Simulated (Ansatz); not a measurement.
Crystal: SnSe2.

```
Sn Se
1.0
     3.81100    0.00000    0.00000
    -1.90550    3.30042    0.00000
     0.00000    0.00000    6.13600
Sn Se
1 2
Direct
  0.00000 0.00000 0.00000
  0.66667 0.33333 0.75100
  0.33333 0.66667 0.24900
```

Base run:

| Property | Result |
| --- | --- |
| Program | Ansatz 0.2.0 |
| Functional | BLYP |
| Potentials or basis | Ansatz PAW |
| Cutoff | 420 eV (not typed: the program's choice for these potentials) |
| k mesh | 5 × 5 × 3 |
| Occupations | fermi-dirac, width 0.05 eV |
| Spin | no spin polarisation |

Its results: band gap on the k mesh 0.79 eV, indirect (least direct gap 1.03 eV); pressure 9.7 GPa; largest force 1.013 eV/Å.

Problem. The run is repeated on the same cell with these changes: functional from BLYP to PBEsol. What comes out?

Solution. Band gap on the k mesh 0.72 eV, indirect (least direct gap 1.00 eV); pressure 2.6 GPa; largest force 0.553 eV/Å.

PBEsol binds more tightly than BLYP, so the same cell stands under less pressure.

Caveats: odd divisions of the mesh miss points on the zone boundary, where band edges often lie, so the gap on the mesh can be too wide; spin-orbit coupling is left out, which moves the levels of the heavy elements; this functional lacks dispersion, which binds the layers, so the pressure and a relaxed spacing across them are unreliable; the PAW data sets come from PBE, with cores solved anew for the run's functional, which leaves a small shift of forces and pressure; the density of states is complete only up to the lowest level of the last band computed; forces of over 1 eV/Å show positions far from the minimum, so gaps and moduli don't describe the material at rest (some runs).

A k mesh can miss the band edges.
